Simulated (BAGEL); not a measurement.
# HF/cc-pVDZ (density fitting with qzvpp-jkfit) run of C2H3FSSi (SMILES F[SiH2]C=C=S)

What is the energy change on altering one bond length of C2H3FSSi at HF/cc-pVDZ (density fitting with qzvpp-jkfit)? 

Program for the calculation: BAGEL 1.2.2.

2 further runs of the same task are left out: 1 that didn't finish, 1 set aside as unsound or not needed. Runs told in other sessions of the task aren't counted.

### Step 1. The system as given

C2H3FSSi has 8 atoms, charge 0, and is taken as a singlet. SMILES: `F[SiH2]C=C=S`. The coordinates come from a GFN2-xTB relaxation. This is one conformer, not always the lowest.

Bond lengths: F1–Si2 1.605 Å, Si2–C3 1.881 Å, C3–C4 1.294 Å, C4–S5 1.555 Å, Si2–H6 1.455 Å, Si2–H7 1.455 Å, C3–H8 1.077 Å. Angles: F1–Si2–C3 108.1°, Si2–C3–C4 122.9°, C3–C4–S5 176.4°, F1–Si2–H6 105.0°, F1–Si2–H7 105.2°, C3–Si2–H6 111.4°, C3–Si2–H7 111.0°, Si2–C3–H8 116.6°, C4–C3–H8 120.6°, H6–Si2–H7 115.5°.

### Step 2. The energy at HF/cc-pVDZ (density fitting with qzvpp-jkfit)

hf.json

```json
{ "bagel": [

{
  "title": "molecule",
  "basis": "cc-pvdz.json",
  "df_basis": "qzvpp-jkfit",
  "angstrom": true,
  "geometry": [
    { "atom": "F", "xyz": [   -1.253920,   -0.326960,    1.463900 ] },
    { "atom": "Si", "xyz": [    0.267060,    0.041160,    1.106290 ] },
    { "atom": "C", "xyz": [    0.429860,    0.092500,   -0.766640 ] },
    { "atom": "C", "xyz": [   -0.572580,   -0.090000,   -1.563850 ] },
    { "atom": "S", "xyz": [   -1.833740,   -0.323980,   -2.443310 ] },
    { "atom": "H", "xyz": [    0.486020,    1.354760,    1.693630 ] },
    { "atom": "H", "xyz": [    1.064030,   -1.038480,    1.669340 ] },
    { "atom": "H", "xyz": [    1.413270,    0.291000,   -1.159350 ] }
  ]
},
{
  "title": "hf"
},
{
  "title": "print",
  "file": "orbitals.molden",
  "orbitals": true
}

]}
```

The basis set cc-pVDZ is read from a file made from the Basis Set Exchange's data (not shown).

On the command line:

```
$ BAGEL_NUM_THREADS=1 BAGEL hf.json > hf.out
```

Log:

```text
* using 1 threads per process

  ===============================================================
  ===============================================================

  *** Geometry ***

  { "atom" : "F", "xyz" : [     -2.369565,     -0.617865,      2.766370 ] },
  { "atom" : "Si", "xyz" : [      0.504670,      0.077781,      2.090585 ] },
  { "atom" : "C", "xyz" : [      0.812318,      0.174800,     -1.448740 ] },
  { "atom" : "C", "xyz" : [     -1.082019,     -0.170075,     -2.955248 ] },
  { "atom" : "S", "xyz" : [     -3.465266,     -0.612233,     -4.617187 ] },
  { "atom" : "H", "xyz" : [      0.918445,      2.560125,      3.200497 ] },
  { "atom" : "H", "xyz" : [      2.010725,     -1.962443,      3.154595 ] },
  { "atom" : "H", "xyz" : [      2.670693,      0.549910,     -2.190854 ] },

  Number of auxiliary basis functions:      537

  Since a DF basis is specified, we compute 2- and 3-index integrals:
    o Being stored without compression. Storage requirement is 0.037 GB

  Number of basis functions:       93
  Number of electrons      :       54

    * METHOD: MOLECULE                             0.69

  *** RHF ***

  === Nuclear Repulsion ===
   246.5067120186

      * DIIS with orbital gradients will be used.

  === RHF iteration (cc-pvdz.json) ===
      0       -863.21209754          0.01292727           0.25
      1       -863.34399479          0.00796074           0.22
      2       -863.40197229          0.00136222           0.22
      3       -863.40465119          0.00043431           0.23
      4       -863.40490356          0.00025214           0.35
      5       -863.40501433          0.00008854           0.25
      6       -863.40503900          0.00002953           0.22
      7       -863.40504155          0.00001131           0.21
      8       -863.40504192          0.00000418           0.21
      9       -863.40504196          0.00000173           0.21
     10       -863.40504197          0.00000078           0.27
     11       -863.40504197          0.00000025           0.25
     12       -863.40504197          0.00000013           0.26
     13       -863.40504197          0.00000005           0.26
     14       -863.40504197          0.00000003           0.20
     15       -863.40504197          0.00000001           0.20
    * SCF iteration converged.

    * Permanent dipole moment:
           (   -1.083072,    -0.242695,    -0.039417) a.u.

    * METHOD: HF                                   4.43

    * METHOD: PRINT                                0.06

  ===============================================================
```

It took 5.7 s on 1 thread of AMD EPYC, shared host; peak memory 0.15 GiB.

### Step 3. The distorted shape, same level

calc.json

```json
{ "bagel": [

{
  "title": "molecule",
  "basis": "cc-pvdz.json",
  "df_basis": "qzvpp-jkfit",
  "angstrom": "true",
  "geometry": [
    { "atom": "F", "xyz": [   -1.745580,   -0.426201,    1.660237 ] },
    { "atom": "Si", "xyz": [   -0.224600,   -0.058081,    1.302627 ] },
    { "atom": "C", "xyz": [   -0.061800,   -0.006741,   -0.570303 ] },
    { "atom": "C", "xyz": [   -1.064240,   -0.189241,   -1.367513 ] },
    { "atom": "S", "xyz": [   -2.325400,   -0.423221,   -2.246973 ] },
    { "atom": "H", "xyz": [   -0.005640,    1.255519,    1.889967 ] },
    { "atom": "H", "xyz": [    0.572370,   -1.137721,    1.865677 ] },
    { "atom": "H", "xyz": [    1.413270,    0.291000,   -1.159350 ] }
  ]
},
{
  "title": "hf"
},
{
  "title": "print",
  "file": "orbitals.molden",
  "orbitals": "true"
}

]}
```

The basis set cc-pVDZ is read from a file made from the Basis Set Exchange's data (not shown).

On the command line:

```
$ BAGEL_NUM_THREADS=1 BAGEL calc.json > calc.out
```

Log:

```text
* using 1 threads per process

  ===============================================================
  ===============================================================

  *** Geometry ***

  { "atom" : "F", "xyz" : [     -3.298668,     -0.805403,      3.137393 ] },
  { "atom" : "Si", "xyz" : [     -0.424432,     -0.109757,      2.461608 ] },
  { "atom" : "C", "xyz" : [     -0.116785,     -0.012739,     -1.077716 ] },
  { "atom" : "C", "xyz" : [     -2.011122,     -0.357614,     -2.584225 ] },
  { "atom" : "S", "xyz" : [     -4.394369,     -0.799772,     -4.246164 ] },
  { "atom" : "H", "xyz" : [     -0.010658,      2.372587,      3.571520 ] },
  { "atom" : "H", "xyz" : [      1.081623,     -2.149981,      3.525619 ] },
  { "atom" : "H", "xyz" : [      2.670693,      0.549910,     -2.190854 ] },

  Number of auxiliary basis functions:      537

  Since a DF basis is specified, we compute 2- and 3-index integrals:
    o Being stored without compression. Storage requirement is 0.037 GB

  Number of basis functions:       93
  Number of electrons      :       54

    * METHOD: MOLECULE                             0.67

  *** RHF ***

  === Nuclear Repulsion ===
   244.3967432842

      * DIIS with orbital gradients will be used.

  === RHF iteration (cc-pvdz.json) ===
      0       -863.13289891          0.01245631           0.25
      1       -863.26286607          0.00775469           0.21
      2       -863.31948001          0.00143000           0.20
      3       -863.32220610          0.00052669           0.20
      4       -863.32250560          0.00022487           0.21
      5       -863.32259044          0.00009062           0.22
      6       -863.32261496          0.00004120           0.20
      7       -863.32262098          0.00001155           0.21
      8       -863.32262136          0.00000427           0.22
      9       -863.32262140          0.00000217           0.21
     10       -863.32262141          0.00000086           0.20
     11       -863.32262141          0.00000027           0.23
     12       -863.32262141          0.00000014           0.21
     13       -863.32262141          0.00000005           0.20
     14       -863.32262141          0.00000002           0.20
     15       -863.32262141          0.00000001           0.20
    * SCF iteration converged.

    * Permanent dipole moment:
           (   -1.037863,    -0.234598,    -0.012490) a.u.

    * METHOD: HF                                   3.90

    * METHOD: PRINT                                0.06

  ===============================================================
```

Wall time 5.1 s (1 thread of AMD EPYC, shared host); peak memory 0.15 GiB.

### Step 4. Summary of results

At HF/cc-pVDZ (density fitting with qzvpp-jkfit):

| quantity | value |
| --- | --- |
| first shape: total energy | -863.40504 Eh |
| first shape: dipole moment | 2.82 D |
| first shape: HOMO energy | -9.09 eV |
| first shape: LUMO energy | 1.66 eV |
| first shape: HOMO–LUMO gap | 10.76 eV |
| distorted shape: total energy | -863.32262 Eh |
| distorted shape: dipole moment | 2.70 D |
| distorted shape: HOMO energy | -9.17 eV |
| distorted shape: LUMO energy | 0.50 eV |
| distorted shape: HOMO–LUMO gap | 9.67 eV |
| energy change with the C3–H8 bond stretched from 1.077 to 1.616 Å | 2.243 eV |

**Reading.** One bond (distorted shape) is far stretched, which a spin-restricted single reference describes badly; a broken-symmetry solution may lie lower. With the C3–H8 bond stretched from 1.077 to 1.616 Å the energy rises by 2.24 eV (216 kJ/mol). The first shape isn't relaxed at this level, so the change isn't measured from a minimum. A restricted reference can't describe the breaking bond well at this length.
